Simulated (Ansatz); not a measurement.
This script for a run that restarts from a saved state of TlAu3, space group Pm-3m with the Ansatz DFT code, driven from Python holds a mistake.

The script reads `tlau3.xyz`:
```text
4
Lattice="4.326075 0.0 0.0 0.0 4.326075 0.0 0.0 0.0 4.326075" Properties=species:S:1:pos:R:3 pbc="T T T"
Tl    0.00000000    0.00000000    0.00000000
Au    0.00000000    2.16303750    2.16303750
Au    2.16303750    0.00000000    2.16303750
Au    2.16303750    2.16303750    0.00000000
```

The script, `tlau3_restart.py`:
```python
# -*- coding: utf-8 -*-
"""A run of TlAu3 that can be started again."""

import ansatz as az

XC = "r2scan"
SMEARING = "gaussian"
SIGMA = 0.15
KSPACING = 0.29
ECUT = 650
MIXING_BETA = 1.9
MAX_SCF = 85


def main():
    crystal = az.Crystal.from_extxyz("tlau3.xyz")

    calc = crystal.calculation()
    calc = calc.functional(XC)
    calc = calc.occupations(SMEARING, width=SIGMA)
    calc = calc.kpoints(spacing=KSPACING)
    calc = calc.basis(ECUT)
    calc = calc.mixing("anderson", beta=MIXING_BETA, ndim=2)
    calc = calc.scf(max_iterations=MAX_SCF)
    calc = calc.forces()
    calc = calc.checkpoint(write="state")
    with az.exiting_at_sigterm():
        result = calc.run(resume=True)
    print("returned:", type(result).__name__)
    print(f"F = {result.report['free_energy_ev']:.5f} eV, {result.report['n_iterations']} iterations")


if __name__ == "__main__":
    main()
```

```console
$ python tlau3_restart.py
Traceback (most recent call last):
  File "tlau3_restart.py", line 34, in <module>
    main()
    ~~~~^^
  File "tlau3_restart.py", line 28, in main
    result = calc.run(resume=True)
  ...
ansatz.RefusalError: invalid value for `scf.mixing.beta`: must be finite and in (0, 1]; got 1.9
```
(Library frames cut from the traceback.)

```console
$ python tlau3_restart.py
Traceback (most recent call last):
  File "tlau3_restart.py", line 34, in <module>
    main()
    ~~~~^^
  File "tlau3_restart.py", line 28, in main
    result = calc.run(resume=True)
  ...
ansatz.RefusalError: invalid value for `scf.mixing.beta`: must be finite and in (0, 1]; got 1.9
$ echo $?
1
```
(Library frames cut from the traceback.)

Why does it end like this?

The fault: the mixing step is too large. The change:

```diff
--- before
+++ after
@@ -10,3 +10,2 @@
 ECUT = 650
-MIXING_BETA = 1.9
 MAX_SCF = 85
@@ -22,3 +21,2 @@
     calc = calc.basis(ECUT)
-    calc = calc.mixing("anderson", beta=MIXING_BETA, ndim=2)
     calc = calc.scf(max_iterations=MAX_SCF)
```

After the fix:

```console
$ python tlau3_restart.py
returned: RunOutcome
F = -50948.58499 eV, 8 iterations
```

```console
$ python tlau3_restart.py
returned: CompletedStep
F = -50948.58499 eV, 8 iterations
```

Caveats:
- Total energies depend on the potentials; only differences at equal settings carry meaning. A total without «per atom» is that of the cell as typed.
- The mesh is modest for a metal, so energies can be off by several to tens of meV an atom and pressures by half a GPa or more; differences at equal mesh fare better.
- Spin-orbit coupling, which matters for elements this heavy, is left out.
- The structure comes from a database of computed cells and needn't be a stable or known phase.
- Finished in 9.7 s on 1 thread of Arm Neoverse V2 (shared host), peak memory 0.66 GiB.

(A comment or docstring line of the script was reworded after the run, the code is as it ran; lines on the test bed's own set-up are left out of the output.)
